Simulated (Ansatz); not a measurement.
# C₃H₁₂AlP: small, medium and large basis sets

One table from this session's results is given with a row withheld; the runs are named, their logs left out.

Program: Ansatz 0.2.0, Gaussian basis. Level of theory: one geometry, several basis sets. These are calculated values, not measurements.

The runs, in order: PBE0-D4/def2-SVP; ωB97M-V/def2-SVP; PBE0-D4/def2-QZVPP; ωB97M-V/def2-QZVPP; the functionals' def2-TZVPP values are taken from earlier runs.

## The geometry

All runs share one geometry, relaxed beforehand with PBE0-D4 in a triple-zeta def2 set.

17 atoms, charge 0, spin multiplicity 1.

Atoms are counted from 1 here; the program's logs count them from 0.

Bond lengths: C1–P2 1.816 Å, C1–H6 1.091 Å, C1–H7 1.092 Å, C1–H8 1.091 Å, P2–C3 1.816 Å, P2–C4 1.816 Å, P2–Al5 2.446 Å, C3–H9 1.091 Å, C3–H10 1.091 Å, C3–H11 1.092 Å, C4–H12 1.091 Å, C4–H13 1.092 Å, C4–H14 1.091 Å, Al5–H15 1.606 Å, Al5–H16 1.606 Å, Al5–H17 1.606 Å. Angles: P2–C1–H6 109.1°, P2–C1–H7 111.7°, P2–C1–H8 109.1°, H6–C1–H7 109.4°, H6–C1–H8 108.1°, H7–C1–H8 109.4°, C1–P2–C3 104.4°, C1–P2–C4 104.4°, C1–P2–Al5 114.2°, C3–P2–C4 104.4°, C3–P2–Al5 114.2°, C4–P2–Al5 114.2°, P2–C3–H9 109.1°, P2–C3–H10 109.1°, P2–C3–H11 111.7°, H9–C3–H10 108.1°, H9–C3–H11 109.4°, H10–C3–H11 109.4° and more.

The first run:

File in.yaml:

```yaml
crystal:
  periodic: [false, false, false]
  atoms:
    - {symbol: C, position_ang: [-0.605647, 0.518616, -1.642708]}
    - {symbol: P, position_ang: [0.011185, -0.008740, -0.018068]}
    - {symbol: C, position_ang: [1.775026, 0.422277, -0.044217]}
    - {symbol: C, position_ang: [-0.010535, -1.823023, -0.095128]}
    - {symbol: Al, position_ang: [-1.220120, 0.928694, 1.875574]}
    - {symbol: H, position_ang: [-0.551993, 1.606527, -1.708173]}
    - {symbol: H, position_ang: [-0.026874, 0.076352, -2.456654]}
    - {symbol: H, position_ang: [-1.651946, 0.224294, -1.739393]}
    - {symbol: H, position_ang: [2.242464, 0.066236, 0.875286]}
    - {symbol: H, position_ang: [1.876066, 1.508299, -0.077383]}
    - {symbol: H, position_ang: [2.284597, -0.016751, -0.904847]}
    - {symbol: H, position_ang: [-1.044796, -2.164432, -0.161890]}
    - {symbol: H, position_ang: [0.551874, -2.196855, -0.953614]}
    - {symbol: H, position_ang: [0.420207, -2.223885, 0.823837]}
    - {symbol: H, position_ang: [-0.972500, 2.491222, 1.596855]}
    - {symbol: H, position_ang: [-2.679495, 0.339881, 1.552805]}
    - {symbol: H, position_ang: [-0.397501, 0.251277, 3.077708]}
basis:
  gaussian: {orbitals: def2-SVP}
hamiltonian: {xc: pbe0, dispersion: d4}
output: {orbitals: {seedname: orbitals}}
```

Launch:

```console
ansatz run in.yaml --threads 4 --pin off --events-out ev --progress --plain --max-ram 11315MiB
```

Steps of the session up to this table: PBE0-D4 in def2-SVP; ωB97M-V in def2-SVP; PBE0-D4 in def2-QZVPP; ωB97M-V in def2-QZVPP.

One of the session's tables, all rows but one given; the rest of the session is left out.

It belongs to the step «Functionals by basis». 

```
functional       basis  HOMO (eV)  LUMO (eV)
   PBE0-D4    def2-SVP      -7.31       0.82
   PBE0-D4  def2-TZVPP      -7.35       0.44
   PBE0-D4  def2-QZVPP      -7.36       0.14
   ωB97M-V    def2-SVP          ?          ?
   ωB97M-V  def2-TZVPP      -9.62       1.82
   ωB97M-V  def2-QZVPP      -9.63       1.30
```

Q: Estimate the row for ωB97M-V, def2-SVP from the others.

**Answer.** HOMO (eV): -9.52; LUMO (eV): 2.38. In the column «HOMO (eV)» it lies between ωB97M-V, def2-TZVPP (-9.62) and PBE0-D4, def2-QZVPP (-7.36).
